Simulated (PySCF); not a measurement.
# CuBr: bond curves at several levels of theory

An exercise on one series of results from a longer session: the logs are not shown, and one member is left open.

The runs use PySCF 2.14.0; Cu def2-TZVPPD, Br def2-TZVPPD, no relativity.

Set-up of the first run:

A driver script around PySCF takes these settings:

```json
{
  "atoms": "Cu, Br",
  "charge": "0",
  "basis": "Cu def2-TZVPPD, Br def2-TZVPPD",
  "Hamiltonian": "no relativity",
  "basis functions": "124",
  "electrons treated": "64",
  "masses in u": "62.9296, 78.9183",
  "levels": "PBE0, PBE, r²SCAN, PW91, BP86, PBEsol, M06-2X, MN15, ωB97X-V, HF, MP2, SCS-MP2, CCSD, CCSD(T)",
  "grid": "80 radial by 434 angular points",
  "occupations": "held fixed by the projection of orbital angular momentum",
  "dissociation limit": "Cu + Br, each in its ground configuration",
  "starting distance in angstrom": "2.250",
  "values of 2S to try": "0, 2, 4"
}
```

On the command line:

```sh
OMP_NUM_THREADS=2 python dia.py task.json out
```

Steps of the session up to this table: Set-up; First curve: PBE0; Higher solutions at PBE0; PBE; r²SCAN (meta-GGA); PW91; BP86; PBEsol (GGA); M06-2X (hybrid meta-GGA); MN15 (hybrid meta-GGA); ωB97X-V (range-separated hybrid); RHF (mean field); Correlated methods on the Hartree–Fock reference.

One table of the session follows, with a row left open; its other results are not shown here.

```
      level  Re (Å)  ωe (cm⁻¹)  De (eV)
        RHF   2.309      266.6     2.44
    RHF-MP2   2.181        314     3.58
RHF-SCS-MP2   2.208        302     3.44
   RHF-CCSD   2.231      293.6     3.30
RHF-CCSD(T)   2.220      296.5     3.39
        PBE   2.198        304     3.44
     PBEsol   2.169        318     3.70
       PW91   2.196        305     3.45
       BP86   2.198        304     3.38
     r²SCAN       ?          ?        ?
       PBE0   2.205        302     3.37
       MN15   2.203        306     3.35
     M06-2X   2.268      287.1     3.28
    ωB97X-V   2.208        306     3.50
```

Estimate the missing values for r²SCAN.

**Answer.** Re (Å): 2.183; ωe (cm⁻¹): 313; De (eV): 3.51. In the column «Re (Å)» it lies between RHF-MP2 (2.181) and PW91 (2.196).
